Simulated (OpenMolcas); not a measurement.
**Os²⁺ among point charges: CASSCF and CASPT2 levels and susceptibility**

How does a field of 5 point charges split the states of Os²⁺, and what χT follows?

The numbers are computed with OpenMolcas 26.06 (state-averaged CASSCF and CASPT2, spin-orbit coupling by RASSI with atomic mean-field integrals), except any that are marked as measured or tabulated.

**1. The system**

```
Species                           : Os²⁺ (osmium, Z = 76, 74 electrons)
Basis                             : ANO-RCC-VDZP [7s6p4d2f1g], 68 functions
Scalar Hamiltonian                : DKH2, point nucleus
Inactive shells                   : 1s 2s 2p 3s 3p 3d 4s 4p 4d 4f 5s 5p
Active space                      : 6 electrons in 5 orbitals (5d)
Some configurations of this space : 5d6
Orbitals                          : optimised for each spin and parity, averaged over all roots
```

The outer shells:

5d6
```
5d [↑↓][↑ ][↑ ][↑ ][↑ ]
```

The ion sits among 5 point charges of -1.5 e arranged as a trigonal bipyramid (D3h), 2.17 Å from the ion, with the axial distance 2.712 Å.

Each step is its own input file, run in one work folder so that later steps find the files of earlier ones. Labels, J, g values, rates, χT and fits are worked out afterwards by a script from the matrices that RASSI stores.

**2. One- and two-electron integrals**

a.inp reads:

```
&GATEWAY
Coord
1

Os 0.0 0.0 0.0
Basis=ANO-RCC-VDZP
Group=NoSym
NoMove
AngMom=0.0 0.0 0.0
AMFI
XField
5 Angstrom 0
2.170000 0.000000 0.000000 -1.500000
-1.085000 1.879275 0.000000 -1.500000
-1.085000 -1.879275 0.000000 -1.500000
0.000000 0.000000 2.712500 -1.500000
0.000000 0.000000 -2.712500 -1.500000
&SEWARD
```

Command:

```sh
OMP_NUM_THREADS=1 MOLCAS_MEM=1689 MOLCAS_PROJECT=a pymolcas a.inp > a.log
```

**3. CASSCF: quintets, 5 roots**

a.inp reads:

```
&RASSCF
FileOrb=start.orb
Symmetry=1
Spin=5
nActEl=6 0 0
Inactive=34
Ras2=5
CIRoot=5 5 1
SDav=5
CIMx=300
Iter=120 100
PrWF=0.3
OrbListing=Nothing
MaxOrb=0
>>> COPY $Project.JobIph JOB001
```

start.orb holds the contracted functions of the basis, ordered by shell, or the orbitals of the step before.

**4. Reference wave functions, triplets, 45 roots**

a.inp reads:

```
&RASSCF
FileOrb=start.orb
Symmetry=1
Spin=3
nActEl=6 0 0
Inactive=34
Ras2=5
CIRoot=45 45 1
SDav=45
CIMx=300
Iter=120 100
PrWF=0.3
OrbListing=Nothing
MaxOrb=0
>>> COPY $Project.JobIph JOB002
```

**5. CASSCF: singlets, 50 roots**

a.inp reads:

```
&RASSCF
FileOrb=start.orb
Symmetry=1
Spin=1
nActEl=6 0 0
Inactive=34
Ras2=5
CIRoot=50 50 1
SDav=50
CIMx=300
Iter=120 100
PrWF=0.3
OrbListing=Nothing
MaxOrb=0
>>> COPY $Project.JobIph JOB003
```

**6. State interaction with spin-orbit coupling**

a.inp reads:

```
&RASSI
NrOfJobIphs=3 5 45 50
1 2 3 4 5
1 2 3 4 5 6 7 8 9 10 11 12 13 14 15 16 17 18 19 20 21 22 23 24 25 26 27
28 29 30 31 32 33 34 35 36 37 38 39 40 41 42 43 44 45
1 2 3 4 5 6 7 8 9 10 11 12 13 14 15 16 17 18 19 20 21 22 23 24 25 26 27
28 29 30 31 32 33 34 35 36 37 38 39 40 41 42 43 44 45 46 47 48 49 50
IphNames
JOB001
JOB002
JOB003
EJob
SpinOrbit
DIPRint=1.0
SOCoupling=1000.0
Subsets=2
Property=9
'ANGMOM' 1 'ANGMOM' 2 'ANGMOM' 3 'MLTPL  1' 1 'MLTPL  1' 2 'MLTPL  1' 3
'AMFI' 1 'AMFI' 2 'AMFI' 3
SOProperty=3
'ANGMOM' 1 'ANGMOM' 2 'ANGMOM' 3
```

**7. CASPT2: IPEA 0.25, imaginary shift 0.1 (closed shells correlated: 4f 5s 5p)**

a.inp reads:

```
>>> COPY JOB001 $Project.JobIph
&CASPT2
Multistate=5 1 2 3 4 5
NoMult
Frozen=23
IPEA=0.25
Imaginary=0.1
MaxIter=60
WThr=0.0 0.3 0.05
PrWF=0.5
NoMix
>>> COPY JOB002 $Project.JobIph
&CASPT2
Multistate=45 1 2 3 4 5 6 7 8 9 10 11 12 13 14 15 16 17 18 19 20 21 22
23 24 25 26 27 28 29 30 31 32 33 34 35 36 37 38 39 40 41 42 43 44 45
NoMult
Frozen=23
IPEA=0.25
Imaginary=0.1
MaxIter=60
WThr=0.0 0.3 0.05
PrWF=0.5
NoMix
>>> COPY JOB003 $Project.JobIph
&CASPT2
Multistate=50 1 2 3 4 5 6 7 8 9 10 11 12 13 14 15 16 17 18 19 20 21 22
23 24 25 26 27 28 29 30 31 32 33 34 35 36 37 38 39 40 41 42 43 44 45 46
47 48 49 50
NoMult
Frozen=23
IPEA=0.25
Imaginary=0.1
MaxIter=60
WThr=0.0 0.3 0.05
PrWF=0.5
NoMix
```

(Steps that only read results are left out.)

**Question.** What will these runs give? Wanted: spin-free ground state; first state of the same spin within the active space; lowest level; next level.

As calculated:

```
                                            quantity                                                                           value
                                              method  SS-CASPT2, IPEA 0.25, imaginary shift 0.1 (closed shells correlated: 4f 5s 5p)
                              spin-free ground state                                                  5E, 2-fold in its orbital part
first state of the same spin within the active space                                                                 5E at 3450 cm⁻¹
                                        lowest level                                                  2-fold E, g = 0.00, 0.00, 5.81
                                          next level                                                                      210.9 cm⁻¹
                                         χT at 300 K                                                                  4.60 cm³ K/mol
                           effective moment at 300 K                                                                         6.06 μB
```

Cost by method:

| method | time of its own steps | time with the reference |
| --- | --- | --- |
| A. CASSCF | 32 s | 32 s |
| B. SS-CASPT2, IPEA 0.25, imaginary shift 0.1, +4f 5s 5p | 39 s | 71 s |

Times are of one thread on a shared host.

The spin-free ground state (5E) comes to 100 % from free-ion D terms and keeps the highest spin of the shell. χT at 300 K is 4.60, against 3.01 cm³ K/mol for the spin alone, so orbital moment adds to it. An active space of the d shell alone favours high spin; real ions in strong fields can be low spin. CASPT2 does not keep the components of a term degenerate, and the means are used. The field of point charges can differ much from that of real complexes. With metal d orbitals alone active, the gaps between spin states are rough; where two lie within a few thousand cm-1, their order is open. This is an electrostatic model: the charges have no orbitals.
